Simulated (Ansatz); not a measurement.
## OsO2F2 in a box, plane waves

Ansatz 0.2.0, DFT PBE, spin-orbit coupling, plane waves, PAW, molecule in a box. The geometry was relaxed with Gaussian bases (BP86; Os def2-SVP with ECP60, O def2-SVP, F def2-SVP) as a triplet.

```yaml
crystal:
  lattice:
    - [10.94, 0.0, 0.0]
    - [0.0, 10.94, 0.0]
    - [0.0, 0.0, 11.43]
  atoms:
    - { symbol: Os, position: [0.50016362, 0.50016362, 0.51502537], spin: 2.0, spin_axis: [0.0, 0.0, 1.0] }
    - { symbol: O, position: [0.5889936, 0.5889936, 0.60640857] }
    - { symbol: O, position: [0.41133455, 0.41133455, 0.60640857] }
    - { symbol: F, position: [0.58306673, 0.41726051, 0.39370079] }
    - { symbol: F, position: [0.41726051, 0.58306673, 0.39370079] }
basis:
  ecutwfc: 420
  ecutrho_ratio: 4
kpoints:
  mp_grid: { grid: [1, 1, 1] }
hamiltonian:
  xc: pbe
scf:
  occupations: { method: gaussian, width: 0.01 }
output:
  forces: true
  eigenvalues: true
  populations: true
  write_density: true
  write_potential: true
  elf: true
  volumetric_format: npy
magnetization:
  noncollinear: true
  spin_orbit: true
```

Command:
```sh
ansatz run input.yaml --threads 2 --pin off --max-ram 5120MiB --backend cpu --events-out ev --progress --plain --runs-dir out
```
It took 64 s on 2 threads of Intel(R) Xeon(R) Platinum 8375C CPU @ 2.90GHz (Ice Lake), with other jobs on the host, peak memory 2.1 GiB.

(1) How does the SCF go?

(2) Which levels lie next to the highest filled one (eV, counted from it)?

(3) What forces are left at this geometry, relaxed with Gaussian bases (eV/Å)?

The run lost its starting moment (spin-orbit coupling can pair the spins of heavy atoms), so it holds another electronic state than the one for which the geometry was relaxed, and the forces show that change of state.

Results:

(1) 
```
SCF iter   1: F=—  HF=-14165.418577 eV  |F-HF|=—  |Δ(HF+E_count)|=         —  Δρ=3.98e-2
preconditioner: auto → Resta (q_TF=auto, 1.527 Å⁻¹)  ε∞=1.3  [insulator: Δε(μ)=0.097 eV  Ē_g=8.809 eV  σ=0.010 eV  W_gap=1.00  n_s
spin=Noncollinear: Resta preconditioning applied to the charge; magnetization (m_x, m_y, m_z) channels mix plain (no charge-respon
SCF iter   2: F=—  HF=-14162.142623 eV  |F-HF|=—  |Δ(HF+E_count)|=    3.28e0  Δρ=3.07e-2
SCF iter   3: F=—  HF=-14160.520444 eV  |F-HF|=—  |Δ(HF+E_count)|=    1.62e0  Δρ=1.39e-2
...
SCF iter  16: F=—  HF=-14160.537242 eV  |F-HF|=—  |Δ(HF+E_count)|=   7.56e-8  Δρ=1.31e-6
SCF iter  17: F=—  HF=-14160.537242 eV  |F-HF|=—  |Δ(HF+E_count)|=   1.55e-8  Δρ=2.30e-6
SCF iter  18: F=—  HF=-14160.537242 eV  |F-HF|=—  |Δ(HF+E_count)|=   1.25e-8  Δρ=5.26e-7
SCF iter  19: F=—  HF=-14160.537242 eV  |F-HF|=—  |Δ(HF+E_count)|=  1.80e-10  Δρ=1.98e-7
SCF iter  20: F=-14160.537242 eV  HF=-14160.537242 eV  |F-HF|=5.64e-11  |Δ(HF+E_count)|=  2.40e-10  Δρ=6.52e-8
```

(2) Filled: -3.84, -3.84, -3.71, -3.71, -3.45, -3.45, -2.84, -2.84, 0.00, 0.00. Empty: 0.62, 0.62, 1.98, 1.98, 2.26, 2.26, 3.15, 3.15.

(3) 
```
Os   0.00  0.00  4.38
O   -0.56 -0.56 -1.73
O    0.56  0.56 -1.73
F   -0.29  0.29 -0.46
F    0.29 -0.29 -0.46
```
